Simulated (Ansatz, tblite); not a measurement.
# The cluster Cd13H30Se13: a ladder of methods and basis sets

One table from this session's results is given with a row withheld; the runs are named, their logs left out.

Program: Ansatz 0.2.0, Gaussian basis. Level of theory: as each input shows. These are calculated values, not measurements.

Levels to be run: GFN1-xTB, GFN2-xTB, PBE-D4/def2-SVP, r2SCAN-D4/def2-SVP, BLYP-D4/def2-SVP, PBE0-D4/def2-TZVP, PBE-D4/def2-TZVP.

2 further runs of the same task are left out: 1 for a known fault of the program, 1 set aside as unsound or not needed. Runs told in other sessions of the task aren't counted.

### The relaxed structure

The singlet was relaxed beforehand with r2SCAN-D4/def2-SVP.

56 atoms, charge 0, spin multiplicity 1.

Bond lengths: Cd1–Se14 2.773 Å, Cd1–Se15 2.913 Å, Cd1–Se17 2.694 Å, Cd1–H27 1.691 Å, Cd2–Cd3 3.273 Å, Cd2–Se18 3.159 Å, Cd2–H28 1.671 Å, Cd2–H30 1.753 Å, Cd3–Se14 2.766 Å, Cd3–Se19 2.766 Å, Cd3–H29 1.690 Å, Cd3–H30 2.023 Å, Cd4–Se17 2.695 Å, Cd4–Se19 2.912 Å, Cd4–Se20 2.773 Å, Cd4–H31 1.691 Å, Cd5–Se18 2.772 Å, Cd5–Se19 2.693 Å and more. Angles: Se14–Cd1–Se15 90.9°, Se14–Cd1–Se17 102.1°, Se14–Cd1–H27 119.8°, Se15–Cd1–Se17 90.3°, Se15–Cd1–H27 112.6°, Se17–Cd1–H27 130.4°, Cd3–Cd2–Se18 88.0°, Cd3–Cd2–H28 157.0°, Cd3–Cd2–H30 32.4°, Se18–Cd2–H28 103.8°, Se18–Cd2–H30 91.2°, H28–Cd2–H30 160.8°, Cd2–Cd3–Se14 62.7°, Cd2–Cd3–Se19 98.7°, Cd2–Cd3–H29 129.6°, Cd2–Cd3–H30 27.6°, Se14–Cd3–Se19 98.1°, Se14–Cd3–H29 126.3° and more.

Cd takes a core potential in the def2 sets. No spin-orbit coupling is included.

PBE0-D4/def2-SVP was run before; its log isn't repeated, and its numbers join the tables.

Set-up of the first run:

Tight binding, by tblite at 300 K electronic temperature and without a spin-polarisation term:

```python
tblite.interface.Calculator('GFN1-xTB', numbers, positions, charge=0, uhf=0).singlepoint()
```

Tight binding, by tblite at 300 K electronic temperature and without a spin-polarisation term:

```python
tblite.interface.Calculator('GFN2-xTB', numbers, positions, charge=0, uhf=0).singlepoint()
```

start.molden holds the orbitals of an earlier run on this state, given as this run's starting guess.

The input, in.yaml:

```yaml
crystal:
  periodic: [false, false, false]
  atoms:
    - {symbol: Cd, position_ang: [-2.770239, -2.414103, -0.354848]}
    - {symbol: Cd, position_ang: [-3.691093, 2.041062, -3.917947]}
    - {symbol: Cd, position_ang: [-5.305290, 0.904713, -1.307409]}
    - {symbol: Cd, position_ang: [-2.413369, 0.361630, 2.770442]}
    - {symbol: Cd, position_ang: [-2.651394, 3.913096, -0.843526]}
    - {symbol: Cd, position_ang: [0.839153, -2.652848, -3.912312]}
    - {symbol: Cd, position_ang: [1.312068, -5.301686, -0.904081]}
    - {symbol: Cd, position_ang: [0.358286, -2.769754, 2.412464]}
    - {symbol: Cd, position_ang: [3.918731, -3.686426, -2.043132]}
    - {symbol: Cd, position_ang: [0.588193, 0.587009, -0.589394]}
    - {symbol: Cd, position_ang: [2.045457, 3.918686, 3.684064]}
    - {symbol: Cd, position_ang: [3.912466, 0.840001, 2.653095]}
    - {symbol: Cd, position_ang: [0.906988, 1.313582, 5.302023]}
    - {symbol: Se, position_ang: [-3.456257, -0.779733, -2.487960]}
    - {symbol: Se, position_ang: [-0.675309, -3.678414, -1.935044]}
    - {symbol: Se, position_ang: [-1.008116, -0.681551, -5.032343]}
    - {symbol: Se, position_ang: [-0.927136, -0.925615, 0.927969]}
    - {symbol: Se, position_ang: [-1.070653, 2.050803, -2.154469]}
    - {symbol: Se, position_ang: [-3.678391, 1.940017, 0.675354]}
    - {symbol: Se, position_ang: [-0.775499, 2.493181, 3.450459]}
    - {symbol: Se, position_ang: [-0.676170, 5.034144, 0.998990]}
    - {symbol: Se, position_ang: [2.154097, -1.069026, -2.054852]}
    - {symbol: Se, position_ang: [2.493006, -3.448689, 0.776080]}
    - {symbol: Se, position_ang: [1.936085, -0.674804, 3.679316]}
    - {symbol: Se, position_ang: [5.036417, -1.005792, 0.681199]}
    - {symbol: Se, position_ang: [2.055074, 2.152004, 1.066937]}
    - {symbol: H, position_ang: [-3.892602, -3.527464, 0.246312]}
    - {symbol: H, position_ang: [-3.114784, 2.049442, -5.486130]}
    - {symbol: H, position_ang: [-6.956152, 0.598288, -1.111177]}
    - {symbol: H, position_ang: [-4.678711, 2.401701, -2.515638]}
    - {symbol: H, position_ang: [-3.526031, -0.237981, 3.894304]}
    - {symbol: H, position_ang: [-3.298244, 5.253170, -1.659112]}
    - {symbol: H, position_ang: [1.651452, -3.301155, -5.253775]}
    - {symbol: H, position_ang: [1.121337, -6.952874, -0.596250]}
    - {symbol: H, position_ang: [2.515050, -4.672278, -2.403409]}
    - {symbol: H, position_ang: [-0.241639, -3.895647, 3.522924]}
    - {symbol: H, position_ang: [5.487705, -3.111913, -2.052103]}
    - {symbol: H, position_ang: [2.053892, 5.487384, 3.109378]}
    - {symbol: H, position_ang: [5.252808, 1.653782, 3.301929]}
    - {symbol: H, position_ang: [0.601030, 1.125842, 6.953828]}
    - {symbol: H, position_ang: [2.406572, 2.514901, 4.669147]}
    - {symbol: H, position_ang: [-4.536801, -1.661776, -2.962588]}
    - {symbol: H, position_ang: [-1.379212, -4.748910, -2.660161]}
    - {symbol: H, position_ang: [-1.918273, -1.732731, -5.511573]}
    - {symbol: H, position_ang: [-0.231941, -0.747717, -6.289628]}
    - {symbol: H, position_ang: [-0.150135, 2.978930, -2.830699]}
    - {symbol: H, position_ang: [-4.748009, 2.667357, 1.378260]}
    - {symbol: H, position_ang: [-1.655768, 2.971295, 4.530888]}
    - {symbol: H, position_ang: [-1.724735, 5.513663, 1.911919]}
    - {symbol: H, position_ang: [-0.742639, 6.291306, 0.222861]}
    - {symbol: H, position_ang: [2.823201, -0.147075, -2.986959]}
    - {symbol: H, position_ang: [2.969824, -4.528365, 1.658039]}
    - {symbol: H, position_ang: [2.661820, -1.377719, 4.750032]}
    - {symbol: H, position_ang: [5.513899, -1.917299, 1.731991]}
    - {symbol: H, position_ang: [6.291875, -0.227061, 0.751287]}
    - {symbol: H, position_ang: [2.988127, 2.819428, 0.145007]}
basis:
  gaussian: {orbitals: def2-SVP, fitting: {mean_field: def2-universal-jkfit}, initial_orbitals: start.molden}
hamiltonian: {xc: pbe, dispersion: d4}
scf: {omitted_lower_state_checks: [starts]}
output: {forces: true, orbitals: {seedname: orbitals}}
```

The run is started by

```sh
$ ansatz run in.yaml --threads 11 --pin off --events-out ev --progress --plain --max-ram 174080MiB --backend cuda --devices 0, --max-vram 75GiB
```

Among the steps run: PBE-D4/def2-SVP; r2SCAN-D4/def2-SVP; BLYP-D4/def2-SVP; PBE0-D4/def2-TZVP; PBE-D4/def2-TZVP.

One table of the session follows, with a row left open; its other results are not shown here.

It belongs to the step «Binding energy». 

| level | binding an atom (eV) |
| --- | --- |
| PBE-D4/def2-SVP | 2.043 |
| PBE-D4/def2-TZVP | 2.017 |
| BLYP-D4/def2-SVP | ? |
| r2SCAN-D4/def2-SVP | 2.082 |
| PBE0-D4/def2-SVP | 2.043 |
| PBE0-D4/def2-TZVP | 2.021 |

Q: Estimate the row for BLYP-D4/def2-SVP from the others.

**Answer.** binding an atom (eV): 1.992. In the column «binding an atom (eV)» it is the lowest.

Caveats from the session: Free atoms were run apart at each level; binding is atoms less cluster, divided by the number of atoms, without zero-point or spin-orbit terms.
